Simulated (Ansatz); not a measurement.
# AlH₅SiZn: one species, many methods

An exercise on one series of results from a longer session: the logs are not shown, and one member is left open.

Program: Ansatz 0.2.0, Gaussian basis. Level of theory: functionals in def2-TZVPP, the program's frozen cores in correlated methods. These are calculated values, not measurements.

The runs, in order: LDA (SPW92), PBE-D4, revPBE-D4, BLYP-D4, r2SCAN-D4, B97M-V, PBE0-D4, B3LYP-D4, r2SCANh-D4, r2SCAN0-D4, HSE06-D4, BHLYP-D4, CAM-B3LYP-D4, LC-ωPBE, ωB97X-V, ωB97M-V, B2PLYP, PBE-QIDH; CCSD(T)/def2-SVP; CCSD(T)/def2-TZVPP; MP2/def2-QZVPP; extrapolation to the limit; RPA on PBE.

## The relaxed structure

All runs share one geometry, relaxed beforehand with PBE0-D4 in a triple-zeta def2 set.

8 atoms, charge 0, spin multiplicity 1.

Atoms are counted from 1 here; the program's logs count them from 0.

Bond lengths: Al1–Si2 2.432 Å, Al1–H4 1.590 Å, Al1–H5 1.590 Å, Si2–Zn3 2.378 Å, Si2–H6 1.496 Å, Si2–H7 1.496 Å, Zn3–H8 1.557 Å. Angles: Si2–Al1–H4 120.5°, Si2–Al1–H5 120.6°, H4–Al1–H5 118.8°, Al1–Si2–Zn3 112.2°, Al1–Si2–H6 110.8°, Al1–Si2–H7 110.7°, Zn3–Si2–H6 108.0°, Zn3–Si2–H7 107.9°, H6–Si2–H7 107.0°, Si2–Zn3–H8 179.5°.

Set-up of the first run:

Input file in.yaml:

```yaml
crystal:
  periodic: [false, false, false]
  atoms:
    - {symbol: Al, position_ang: [-1.131126, 0.925103, -1.101815]}
    - {symbol: Si, position_ang: [0.849698, 0.249039, 0.136232]}
    - {symbol: Zn, position_ang: [0.489410, -1.735794, 1.395074]}
    - {symbol: H, position_ang: [-1.411751, 0.342352, -2.554667]}
    - {symbol: H, position_ang: [-2.220191, 1.871787, -0.433461]}
    - {symbol: H, position_ang: [1.279180, 1.325116, 1.082032]}
    - {symbol: H, position_ang: [1.995213, 0.001743, -0.793270]}
    - {symbol: H, position_ang: [0.241766, -3.036445, 2.214077]}
basis:
  gaussian: {orbitals: def2-TZVPP}
hamiltonian: {xc: lda}
output: {orbitals: {seedname: orbitals}}
```

Among the steps run: LDA; PBE-D4 (GGA); revPBE-D4 (GGA); BLYP-D4 (GGA); r2SCAN-D4 (meta-GGA); B97M-V (meta-GGA); PBE0-D4 (hybrid); B3LYP-D4 (hybrid); r2SCANh-D4 (hybrid); r2SCAN0-D4 (hybrid); HSE06-D4 (hybrid); BHLYP-D4 (hybrid); CAM-B3LYP-D4 (range-separated); LC-ωPBE (range-separated); ωB97X-V (range-separated); ωB97M-V (range-separated); B2PLYP (double hybrid); PBE-QIDH (double hybrid).

One of the session's tables, all rows but one given; the rest of the session is left out.

It belongs to the step «Orbital energies across the functionals». 

```
  functional  HOMO (eV)  LUMO (eV)  gap (eV)
 LDA (SPW92)      -6.12      -3.04      3.08
      PBE-D4      -6.01      -2.82      3.19
   revPBE-D4      -5.97      -2.72      3.24
     BLYP-D4          ?          ?         ?
   r2SCAN-D4      -6.23      -2.60      3.63
      B97M-V      -6.30      -2.79      3.51
     PBE0-D4      -6.94      -2.09      4.85
    B3LYP-D4      -6.75      -2.28      4.47
  r2SCANh-D4      -6.57      -2.34      4.22
  r2SCAN0-D4      -7.08      -1.97      5.11
    HSE06-D4      -6.55      -2.45      4.10
    BHLYP-D4      -7.74      -1.33      6.41
CAM-B3LYP-D4      -8.10      -1.18      6.93
     LC-ωPBE      -9.38      -0.16      9.23
     ωB97X-V      -9.06      -0.26      8.80
     ωB97M-V      -8.84      -0.51      8.33
```

Q: Estimate the row for BLYP-D4 from the others.

Worked estimate for «HOMO (eV)». Against the share of exact exchange, B3LYP-D4 (0.2, -6.75), BHLYP-D4 (0.5, -7.74) give a slope of -3.30 per unit share; at 0 the line stands at -6.09.

**Answer.** HOMO (eV): -5.85; LUMO (eV): -2.69; gap (eV): 3.16. In «HOMO (eV)» the line misses by -0.24.
